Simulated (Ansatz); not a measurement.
SiNi2:

```
Ni Si
1.0
     4.99000    0.00000    0.00000
     0.00000    3.72000    0.00000
     0.00000    0.00000    7.03000
Ni Si
8 4
Direct
  0.32500 0.75000 0.93700
  0.67500 0.25000 0.06300
  0.17500 0.25000 0.43700
  0.82500 0.75000 0.56300
  0.45800 0.75000 0.29700
  0.54200 0.25000 0.70300
  0.04200 0.25000 0.79700
  0.95800 0.75000 0.20300
  0.78600 0.75000 0.88600
  0.21400 0.25000 0.11400
  0.71400 0.25000 0.38600
  0.28600 0.75000 0.61400
```

* Program: Ansatz 0.2.0
* Task: relaxation of cell and atoms
* Functional: PBEsol
* Dispersion: D4
* Potentials or basis: Ansatz PAW
* Cutoff: 420 eV (not typed: the program's choice for these potentials)
* k mesh: 6 × 7 × 4
* Occupations: fermi-dirac, width 0.05 eV
* Spin: collinear spin, ferromagnetic start
* Starting moments: [1.0, 1.0, 1.0, 1.0, 1.0, 1.0, 1.0, 1.0, 0.0, 0.0, 0.0, 0.0] μB

At the start: volume 10.87 Å³/atom.

**Question.** Where does the relaxation end?

**Answer.** It ends after 7 steps and the volume is 10.42 Å³/atom (-4.2 %); space group Pnma (No. 62, to 0.05 Å); moment 0.00 μB per cell.

The path:
```csv
step,energy change (eV),largest force (eV/Å),volume (Å³)
1,0.0000,0.3586,130.50
2,-0.1362,0.2141,127.57
3,-0.1815,0.0741,124.83
4,-0.1859,0.0511,125.03
5,-0.1865,0.0083,125.03
6,-0.1865,0.0005,125.04
7,-0.1847,0.0006,125.04
```

Final structure:
```
Ni Si
1.0
     4.86687    0.00000    0.00000
     0.00000    3.68615    0.00000
     0.00000    0.00000    6.97011
Ni Si
8 4
Direct
  0.32789 0.75000 0.93958
  0.67211 0.25000 0.06042
  0.17211 0.25000 0.43958
  0.82789 0.75000 0.56042
  0.45685 0.75000 0.29096
  0.54315 0.25000 0.70904
  0.04315 0.25000 0.79096
  0.95685 0.75000 0.20904
  0.79425 0.75000 0.88741
  0.20575 0.25000 0.11259
  0.70575 0.25000 0.38741
  0.29425 0.75000 0.61259
```

Caveat: the plane-wave basis is chosen anew once the cell has moved, so the energies of steps on either side of that aren't comparable; pairwise dispersion overbinds metals, which lowers pressure and volume; the PAW data sets come from PBE, with cores solved anew for the run's functional, which leaves a small shift of forces and pressure; the starting moments weren't kept.
